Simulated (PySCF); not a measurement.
# C5H12N2: the cost of one run

Programs: PySCF 2.14.0, with routines of our own; each step states its level. All values are computed. Atoms count from 0.

### Step 1. The system as given

19 atoms, charge 0, multiplicity 1; geometry from: GFN2-xTB.

### Step 2. Relaxing the molecule at B3LYP/def2-SV(P)

What the job is given:

```
{"job": {"xc": "B3LYP", "basis": "def2-SV(P)", "grid": 1, "kind": "geom"}, "charge": 0, "multiplicity": 1}
C     -1.431798    -0.647641     1.030787
C     -0.506001    -0.133824    -0.078911
C     -1.252735     0.908052    -0.922519
C     -0.058602    -1.295555    -0.963540
C      0.678404     0.536385     0.553645
N      1.862866     0.187590     0.290495
N      2.910452     0.877326     0.786637
H     -1.747743     0.167572     1.678787
H     -0.920120    -1.392000     1.636911
H     -2.318654    -1.105790     0.598714
H     -2.135454     0.461816    -1.375333
H     -0.608532     1.283946    -1.714010
H     -1.568448     1.748164    -0.306957
H      0.478445    -2.031849    -0.372575
H      0.608611    -0.937211    -1.741532
H     -0.921090    -1.771762    -1.424287
H      0.454154     1.361476     1.245452
H      2.730995     1.489609     1.583381
H      3.735448     0.302946     0.875661
```

On the command line:

```bash
$ OMP_NUM_THREADS=1 python excited_run.py task.json out
```

One launch serves the whole session: the jobs run in the order shown.

Q: Estimate the wall time and peak memory of this first job on 1 thread of Arm Neoverse N1, shared host.

About 53 s, with a peak of 0.57 GiB.
